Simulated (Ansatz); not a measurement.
# C₂H₈FHfN: basis-set convergence

One table from this session's results is given with a row withheld; the runs are named, their logs left out.

Method: one geometry, several basis sets; program: Ansatz 0.2.0, Gaussian basis.

The runs, in order: PBE0-D4/def2-SVP; ωB97M-V/def2-SVP; PBE0-D4/def2-QZVPP; ωB97M-V/def2-QZVPP; the functionals' def2-TZVPP values are taken from earlier runs.

### The relaxed structure

An earlier PBE0-D4 in a triple-zeta def2 set relaxation fixed the geometry. Hf takes the def2 core potential; no spin-orbit term is included.

SMILES `[CH3][Hf]([CH3])([NH2])[F]`, 13 atoms, charge 0, spin multiplicity 1.

Atoms are counted from 1 here; the program's logs count them from 0.

Bond lengths: C1–Hf2 2.223 Å, C1–H6 1.096 Å, C1–H7 1.097 Å, C1–H8 1.097 Å, Hf2–C3 2.223 Å, Hf2–N4 2.025 Å, Hf2–F5 1.912 Å, C3–H9 1.096 Å, C3–H10 1.097 Å, C3–H11 1.098 Å, N4–H12 1.012 Å, N4–H13 1.011 Å. Angles: Hf2–C1–H6 112.8°, Hf2–C1–H7 110.9°, Hf2–C1–H8 111.5°, H6–C1–H7 107.2°, H6–C1–H8 107.0°, H7–C1–H8 107.1°, C1–Hf2–C3 104.2°, C1–Hf2–N4 108.2°, C1–Hf2–F5 111.3°, C3–Hf2–N4 108.2°, C3–Hf2–F5 111.2°, N4–Hf2–F5 113.3°, Hf2–C3–H9 112.8°, Hf2–C3–H10 111.5°, Hf2–C3–H11 110.9°, H9–C3–H10 107.1°, H9–C3–H11 107.2°, H10–C3–H11 107.1° and more.

Set-up of the first run:

The input, in.yaml:

```yaml
crystal:
  periodic: [false, false, false]
  atoms:
    - {symbol: C, position_ang: [-1.723767, 0.145727, -0.903268]}
    - {symbol: Hf, position_ang: [0.293844, 0.620398, -0.099785]}
    - {symbol: C, position_ang: [1.440405, -1.266375, -0.359336]}
    - {symbol: N, position_ang: [0.114941, 0.983762, 1.884023]}
    - {symbol: F, position_ang: [1.103119, 2.060526, -1.062266]}
    - {symbol: H, position_ang: [-2.396098, 1.011282, -0.900698]}
    - {symbol: H, position_ang: [-1.658782, -0.212592, -1.938556]}
    - {symbol: H, position_ang: [-2.213161, -0.643331, -0.319287]}
    - {symbol: H, position_ang: [2.489373, -1.170918, -0.056500]}
    - {symbol: H, position_ang: [1.008208, -2.083525, 0.231120]}
    - {symbol: H, position_ang: [1.432919, -1.588066, -1.408668]}
    - {symbol: H, position_ang: [-0.290186, 0.331877, 2.543415]}
    - {symbol: H, position_ang: [0.399166, 1.811236, 2.389808]}
basis:
  gaussian: {orbitals: def2-SVP}
hamiltonian: {xc: pbe0, dispersion: d4}
output: {orbitals: {seedname: orbitals}}
```

On the command line:

```console
> ansatz run in.yaml --threads 2 --pin off --events-out ev --progress --plain --max-ram 32768MiB --backend cpu
```

Among the steps run: PBE0-D4 in def2-SVP; ωB97M-V in def2-SVP; PBE0-D4 in def2-QZVPP; ωB97M-V in def2-QZVPP.

One of the session's tables, all rows but one given; the rest of the session is left out.

```
functional       basis  HOMO (eV)
   PBE0-D4    def2-SVP      -7.22
   PBE0-D4  def2-TZVPP      -7.31
   PBE0-D4  def2-QZVPP      -7.33
   ωB97M-V    def2-SVP      -9.53
   ωB97M-V  def2-TZVPP          ?
   ωB97M-V  def2-QZVPP      -9.65
```

Q: Estimate the row for ωB97M-V, def2-TZVPP from the others.

**Answer.** HOMO (eV): -9.63. In the column «HOMO (eV)» it lies between ωB97M-V, def2-QZVPP (-9.65) and ωB97M-V, def2-SVP (-9.53).
